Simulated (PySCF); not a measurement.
**CeF4: other functionals and bases at one geometry**

An exercise on one series of results from a longer session: the logs are not shown, and one member is left open.

Program: PySCF 2.14.0. Level of theory: several levels, as the steps say, no spin–orbit coupling. These are calculated values, not measurements.

1 further run of the same task is left out (for a known fault of the program).

### Where the work starts

5 atoms, charge 0, spin multiplicity 1.

Bond lengths: Ce1–F2 2.033 Å, Ce1–F3 2.033 Å, Ce1–F4 2.033 Å, Ce1–F5 2.033 Å. Angles: F2–Ce1–F3 109.5°, F2–Ce1–F4 109.5°, F2–Ce1–F5 109.5°, F3–Ce1–F4 109.5°, F3–Ce1–F5 109.5°, F4–Ce1–F5 109.5°.

Coordinates:

| atom | x (Å) | y (Å) | z (Å) |
| --- | --- | --- | --- |
| Ce1 | 0.0000 | 0.0000 | 0.0000 |
| F2 | 1.1736 | 1.1736 | 1.1736 |
| F3 | -1.1736 | -1.1736 | 1.1736 |
| F4 | 1.1736 | -1.1736 | -1.1736 |
| F5 | -1.1736 | 1.1736 | -1.1736 |

Formal oxidation states: Ce +4. The 4f shell is empty and lies in the core potential. An earlier session relaxed this geometry at PBE0, Ce lcecp-2-SVP with ECP46, F def2-SVP (singlet, point group Td).

At PBE0 on the finer grid: E = -437.553145 Eh, frontier levels not given, since the 4f levels lie in the core, Mulliken charge on Ce1 +1.73 e, largest force component 0.002 eV/Å. The large-core potential holds the 4f shell empty.

Levels to run: TPSS; r2SCAN; PBE0, TZVP. Hardware: 2 threads of Arm Neoverse V2, shared host.

Set-up of the first run:

run.py (the lines that set the calculation) reads:

```python
mol = gto.M(atom='''
Ce     0.00000     0.00000     0.00000
F      1.17355     1.17355     1.17355
F     -1.17355    -1.17355     1.17355
F      1.17355    -1.17355    -1.17355
F     -1.17355     1.17355    -1.17355''',
    basis={'Ce': 'lcecp-2-SVP', 'F': 'def2-SVP'},
    ecp={'Ce': 'lcecp-2-SVP'},
    charge=0, spin=0)
mf = dft.RKS(mol, xc='TPSS')
mf.grids.atom_grid = (75, 302)  # f atoms: unpruned, at least (60, 302)
mf = mf.density_fit()  # fitting sets: Ce AutoAux, F def2-universal-JKFIT
mf.conv_tol = 1e-08; mf.max_cycle = 55
mf.kernel(dm0)  # dm0: the density of the relaxed state
```

On the command line:

```sh
> OMP_NUM_THREADS=2 python run.py
```

Among the steps run: TPSS; r2SCAN; PBE0, TZVP.

One of the session's tables, all rows but one given; the rest of the session is left out.

| level | charge on Ce1 (e) | largest force component (eV/Å) |
| --- | --- | --- |
| PBE0 (relaxed here) | 1.73 | 0.00 |
| TPSS | 1.58 | 0.26 |
| r2SCAN | ? | ? |
| PBE0, TZVP | 1.94 | 0.15 |

Estimate the missing values for r2SCAN.

The run gave: charge on Ce1 (e): 1.66; largest force component (eV/Å): 0.17. In the column «charge on Ce1 (e)» it lies between TPSS (1.58) and PBE0 (relaxed here) (1.73).

The largest leftover force, 0.26 eV/Å with TPSS, stands at a geometry relaxed at another level. With 4f in the core, its levels are missing from HOMO and gap, and its count is fixed, so no charge can pass from the ligands into it. Total energies of different levels can't be compared.
